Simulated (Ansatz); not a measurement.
# LiSi16: the cost of one run

Program: Ansatz 0.2.0. Level of theory: DFT PBE+D3(BJ), plane waves, PAW, scalar-relativistic, no spin polarisation. These are calculated values, not measurements.

## Step 1: The structure to begin with

The cell holds 17 atoms (LiSi16): a = 7.679 Å, b = 7.679 Å, c = 7.679 Å, α = 60.00°, β = 60.00°, γ = 60.00°.

Its coordinates follow in the input file.

## Step 2: End point A

input.yaml

```yaml
crystal:
  lattice:
    - [0.0, 5.43, 5.43]
    - [5.43, 0.0, 5.43]
    - [5.43, 5.43, 0.0]
  atoms:
    - { symbol: Si, position: [0.0, 0.0, 0.0] }
    - { symbol: Si, position: [0.125, 0.125, 0.125] }
    - { symbol: Si, position: [0.0, 0.0, 0.5] }
    - { symbol: Si, position: [0.125, 0.125, 0.625] }
    - { symbol: Si, position: [0.0, 0.5, 0.0] }
    - { symbol: Si, position: [0.125, 0.625, 0.125] }
    - { symbol: Si, position: [0.0, 0.5, 0.5] }
    - { symbol: Si, position: [0.125, 0.625, 0.625] }
    - { symbol: Si, position: [0.5, 0.0, 0.0] }
    - { symbol: Si, position: [0.625, 0.125, 0.125] }
    - { symbol: Si, position: [0.5, 0.0, 0.5] }
    - { symbol: Si, position: [0.625, 0.125, 0.625] }
    - { symbol: Si, position: [0.5, 0.5, 0.0] }
    - { symbol: Si, position: [0.625, 0.625, 0.125] }
    - { symbol: Si, position: [0.5, 0.5, 0.5] }
    - { symbol: Si, position: [0.625, 0.625, 0.625] }
    - { symbol: Li, position: [0.8234945, 0.300857, 0.3213684] }
total_charge: 1
basis:
  ecutwfc: 420.0
kpoints:
  mp_grid: { grid: [2, 2, 2] }
hamiltonian:
  xc: pbe
  dispersion: d3bj
  pseudopotentials: { kind: paw, azcp: { folder: soft_1 } }
scf:
  occupations: { method: fermi_dirac, width: 0.05 }
  lower_state_search: "off"
relax:
  f_tol: 0.03
  max_steps: 60
  adjacent_minimum: "off"
```

The run is started by

```console
ansatz run input.yaml --threads 1 --pin off --max-ram 3072MiB --backend cpu --events-out ev --progress --plain --runs-dir out
```

Q: Estimate wall time and peak memory on 1 thread of Arm Neoverse N1, shared host.

About 79 s, with a peak of 0.51 GiB.
